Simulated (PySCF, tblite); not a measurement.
**C₄H₆FO₂Si radical: geometry, infrared bands and EPR parameters**

What infrared bands and EPR parameters should C₄H₆FO₂Si radical (`C=C(F)C(=O)C[SiH2][O]`) show?

The runs use tblite 0.8.0 and PySCF 2.14.0, with density-fitted response routines of our own; the level of theory stands in each step. All values are computed, except where a source is named. Atoms count from 0, in the outputs and in this text.

## 1. Starting geometry

14 atoms, charge 0, multiplicity 2; geometry from: force field or distance geometry start.

Bonds of the start (Å): C0–C1 1.35, C1–F2 1.35, C1–C3 1.48, C3–O4 1.27, C3–C5 1.50, C5–Si6 1.87, Si6–O7 1.71, C0–H8 1.08, C0–H9 1.07, C5–H10 1.11, C5–H11 1.11, Si6–H12 1.47, Si6–H13 1.47.

## 2. Optimising the geometry with GFN2-xTB

What the job is given:

```
{"job": {"kind": "relax", "xc": "GFN2-xTB", "basis": "xTB"}, "charge": 0, "multiplicity": 2}
C      2.483600    -0.741400    -0.684200
C      1.176600    -0.433600    -0.802000
F      0.429500    -1.147300    -1.663600
C      0.555900     0.641400     0.004200
O      1.236900     1.277500     0.863300
C     -0.907300     0.941500    -0.134800
Si    -1.911100    -0.190000     0.956600
O     -3.571400     0.184900     0.792500
H      3.130400    -0.210300     0.001100
H      2.895000    -1.531700    -1.282400
H     -1.102700     1.991800     0.164900
H     -1.226800     0.813600    -1.185900
H     -1.683900    -1.588300     0.573300
H     -1.505600    -0.008700     2.359900
```

Launch:

```console
$ OMP_NUM_THREADS=1 python probes_run.py task.json out
```

This one command runs all jobs of the session in turn.

**Question.** This job is followed by: GFN2-xTB harmonic vibrations, gas phase; UKS B3LYP, pcH-1 on C F H O Si, non-relativistic, mean-field spin-orbit, GIAO. What will the session give for the following? strongest single infrared mode (GFN2-xTB); zero-point energy (GFN2-xTB); g(iso) (B3LYP); ⟨S²⟩; largest a(iso) (averaged by class); potential on the surface of density 0.002 e/bohr³, 1st and 99th percentile.

The runs gave:

| quantity | value |
| --- | --- |
| strongest single infrared mode (GFN2-xTB) | 2268 cm⁻¹, 275 km/mol |
| zero-point energy (GFN2-xTB) | 54.7 kcal/mol |
| g(iso) (B3LYP) | 2.00781 |
| ⟨S²⟩ | 0.774 (exact 0.75) |
| largest a(iso) (averaged by class) | 29Si on Si6, 61.0 MHz |
| potential on the surface of density 0.002 e/bohr³, 1st and 99th percentile | -1.76 V and 2.13 V |

**Reading.** Relaxing lowered the energy by 1.079 eV in 82 steps; the close pair that moved most is C5–Si6, from 1.865 to 2.387 Å. The frame itself reshapes: C5···Si6 goes from 1.87 to 2.39 Å. All 36 modes are real, so the xTB geometry is a minimum. The strongest single mode, at 2268 cm⁻¹, moves mainly H12. GFN2-xTB is a fitted tight-binding method: band positions and strengths are rough. Its intensities can rank the bands wrongly. The largest spin populations lie on C5 (0.53 e), O7 (0.40 e). The isotropic g lies 5.5 ppt above the free-electron value. These values are for one conformer; the search (at its own cheap level) found 2 more, at 0.01, 5.57 kcal/mol (those within 0.05 may be mirror or relabelled copies), and measured spectra average over such forms.
